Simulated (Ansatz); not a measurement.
# C3H10OSi: molecular dynamics

The plan is to follow the molecule's vibrations and see whether its bonds hold. The start is relaxed first. Runs: 300 steps of 0.25 fs at constant energy, with velocities drawn for 3000 K. SMILES of the start: C[Si](C)(C)O.

Program: Ansatz 0.2.0. Level of theory: RKS LDA/6-31G. These are calculated values, not measurements.

## (1) The structure to begin with

Bond lengths: Si1–C2 1.870 Å, C2–H3 1.110 Å, C2–H4 1.110 Å, C2–H5 1.110 Å, Si1–C6 1.870 Å, C6–H7 1.110 Å, C6–H8 1.110 Å, C6–H9 1.110 Å, Si1–C10 1.869 Å, C10–H11 1.110 Å, C10–H12 1.110 Å, C10–H13 1.110 Å, Si1–O14 1.679 Å, O14–H15 1.010 Å. Angles (14 of 25 angles, heavy atoms first): C2–Si1–C6 109.4°, C2–Si1–C10 109.5°, C2–Si1–O14 109.5°, C6–Si1–C10 109.5°, C6–Si1–O14 109.5°, C10–Si1–O14 109.5°, Si1–C2–H3 109.5°, Si1–C2–H4 109.5°, Si1–C2–H5 109.5°, Si1–C6–H7 109.5°, Si1–C6–H8 109.5°, Si1–C6–H9 109.5°, Si1–C10–H11 109.5°, Si1–C10–H12 109.5°.

Structure file:

```xyz
15

Si    0.0000    0.0000    0.0000
C     0.0000    0.0000    1.8700
H    -0.9996   -0.3092    2.2405
H     0.7676   -0.7111    2.2405
H     0.2320    1.0203    2.2405
C     1.7634    0.0000   -0.6227
H     2.1111   -1.0463   -0.7509
H     1.8119    0.5276   -1.5981
H     2.4154    0.5187    0.1108
C    -0.8808    1.5259   -0.6227
H    -1.9334    1.2723   -0.8671
H    -0.8624    2.3106    0.1622
H    -0.3704    1.9025   -1.5336
O    -0.7913   -1.3709   -0.5594
H    -1.2459   -1.8365    0.2129
```

## (2) Preparing the start

input.yaml

```yaml
crystal:
  periodic: [false, false, false]
  atoms:
    - { symbol: Si, position_ang: [0.0, 0.0, 0.0] }
    - { symbol: C, position_ang: [0.0, 0.0, 1.87] }
    - { symbol: H, position_ang: [-0.9996, -0.3092, 2.2405] }
    - { symbol: H, position_ang: [0.7676, -0.7111, 2.2405] }
    - { symbol: H, position_ang: [0.232, 1.0203, 2.2405] }
    - { symbol: C, position_ang: [1.7634, 0.0, -0.6227] }
    - { symbol: H, position_ang: [2.1111, -1.0463, -0.7509] }
    - { symbol: H, position_ang: [1.8119, 0.5276, -1.5981] }
    - { symbol: H, position_ang: [2.4154, 0.5187, 0.1108] }
    - { symbol: C, position_ang: [-0.8808, 1.5259, -0.6227] }
    - { symbol: H, position_ang: [-1.9334, 1.2723, -0.8671] }
    - { symbol: H, position_ang: [-0.8624, 2.3106, 0.1622] }
    - { symbol: H, position_ang: [-0.3704, 1.9025, -1.5336] }
    - { symbol: O, position_ang: [-0.7913, -1.3709, -0.5594] }
    - { symbol: H, position_ang: [-1.2459, -1.8365, 0.2129] }
basis:
  gaussian: { orbitals: "6-31G" }
hamiltonian:
  xc: lda
relax:
  f_tol: 0.02
  max_steps: 40
output:
  orbitals: {}
```

Started as:

```console
> ansatz run input.yaml --threads 1 --pin off --max-ram 2048MiB --backend cpu --events-out ev --progress --plain --runs-dir out
```

Further steps of the session: Dynamics.

**Question.** What will these runs give? Wanted: relaxation of the start; temperature, first and last step; temperature, second half; potential energy, second half; largest change of the total energy; bonds formed or broken.

The runs gave:

```
                          quantity                            value
           relaxation of the start          7 moves, 0.303 eV lower
                            length             300 steps of 0.25 fs
  temperature, first and last step                  3000 and 1405 K
          temperature, second half  mean 1588 K, from 912 to 2207 K
     potential energy, second half     +159 meV/atom from the start
largest change of the total energy                    0.98 meV/atom
            bonds formed or broken                                0
```

**Reading.** The temperature starts at 3000 K and averages 1588 K in the second half, where it ranges from 912 to 2207 K; a mean near half the start is what vibrations about a minimum give, since they share energy equally between motion and strain. The total energy strays from its start by at most 0.98 meV/atom, 0.5 % of the mean kinetic energy, so a step of 0.25 fs is short enough over this time. The bonding pattern survives the run. Averages from a run of 75 fs with 15 atoms are rough. The nuclei move classically, without zero-point motion, which matters most for hydrogen. The basis is very small, so the numbers are rough.
